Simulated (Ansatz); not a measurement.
# SnH₃ radical: a relaxed scan of the bond length Sn1–H2

Aim: the energy along the bond length Sn1–H2, from CCSD(T) and from cheaper methods, relative to the minimum. At each value the rest of the molecule is relaxed at PBE0-D4 with the distance held.

Computed with Ansatz 0.2.0, Gaussian basis. Level: single points in def2-TZVPP.

Levels: PBE-D4, r2SCAN-D4, PBE0-D4, B3LYP-D4, wB97M-V, Hartree-Fock, MP2, CCSD, CCSD(T). The scan takes 1.406, 1.479, 1.584, 1.708, 1.845, 1.993, 2.149 Å.

Cores are frozen in the correlated methods. Filled d shells of the heavier atoms are correlated. Core potentials replace the inner electrons past krypton, and spin-orbit coupling is left out. Orbitals are unrestricted. B3LYP uses VWN-RPA correlation.

23 further runs of the same task are left out: 23 set aside as unsound or not needed.

**1. Where the work starts**

The minimum, relaxed at PBE0-D4: 4 atoms, charge 0, spin multiplicity 2.

Atoms are counted from 1 here; the program's logs count them from 0.

Bond lengths: Sn1–H2 1.715 Å, Sn1–H3 1.715 Å, Sn1–H4 1.715 Å. Angles: H2–Sn1–H3 109.6°, H2–Sn1–H4 109.6°, H3–Sn1–H4 109.6°.

Geometry (Å):

```
Sn    0.28021   -0.21157   -0.27172
H     1.05524    0.01101    1.24169
H    -1.12505   -1.17219   -0.06402
H    -0.15490    1.31255   -0.92625
```

Energies of the minimum (eV), from earlier single points: PBE-D4 -5878.44936, r2SCAN-D4 -5880.91910, PBE0-D4 -5878.83638, B3LYP-D4 -5881.00696, wB97M-V -5877.04482, CCSD(T) -5861.15959.

At the minimum the bond length Sn1–H2 is 1.715 Å.

**2. Sn1–H2 = 1.406 Å**

Contents of relax/in.yaml:

```yaml
crystal:
  periodic: [false, false, false]
  atoms:
    - {symbol: Sn, position_ang: [0.280206, -0.211569, -0.271725]}
    - {symbol: H, position_ang: [0.915658, -0.029073, 0.969134]}
    - {symbol: H, position_ang: [-1.125045, -1.172193, -0.064017]}
    - {symbol: H, position_ang: [-0.154899, 1.312548, -0.926253]}
basis:
  gaussian: {orbitals: def2-TZVP}
magnetization: {spin_polarized: true, initial_magnetization: 1}
hamiltonian: {xc: pbe0, dispersion: d4}
relax: {f_tol: 0.005, max_steps: 200, constraints: [{distance: [0, 1]}]}
```

No record of the launch command was kept for these runs.

Further steps of the session: Sn1–H2 = 1.479 Å; Sn1–H2 = 1.584 Å; Sn1–H2 = 1.708 Å; Sn1–H2 = 1.845 Å; Sn1–H2 = 1.993 Å; Sn1–H2 = 2.149 Å.

What does the calculation give? Wanted: highest point, CCSD(T); lowest point, CCSD(T); minimum along the scan, CCSD(T); RMS deviation from CCSD(T); largest T1 diagnostic.

As calculated:

| quantity | value |
| --- | --- |
| highest point, CCSD(T) | 925 meV at 1.406 Å |
| lowest point, CCSD(T) | -1 meV at 1.708 Å |
| minimum along the scan, CCSD(T) | 1.701 Å |
| curvature there | 13.7 eV/Å² |
| RMS deviation from CCSD(T) | PBE-D4 94, r2SCAN-D4 38, PBE0-D4 41, B3LYP-D4 71, wB97M-V 13, Hartree-Fock 53, MP2 63, CCSD 9 meV |
| largest T1 diagnostic | 0.019 |

**Reading.** A polynomial through the near points puts the CCSD(T) minimum 0.014 Å below the PBE0-D4 value. The well is lopsided: squeezing costs more than stretching by the same length. Curvature against CCSD(T): PBE-D4 -14 %, Hartree-Fock +5 %. The curve of CCSD lies nearest to CCSD(T), that of PBE-D4 farthest. 2 further points are left out, because the reference changes its state there.
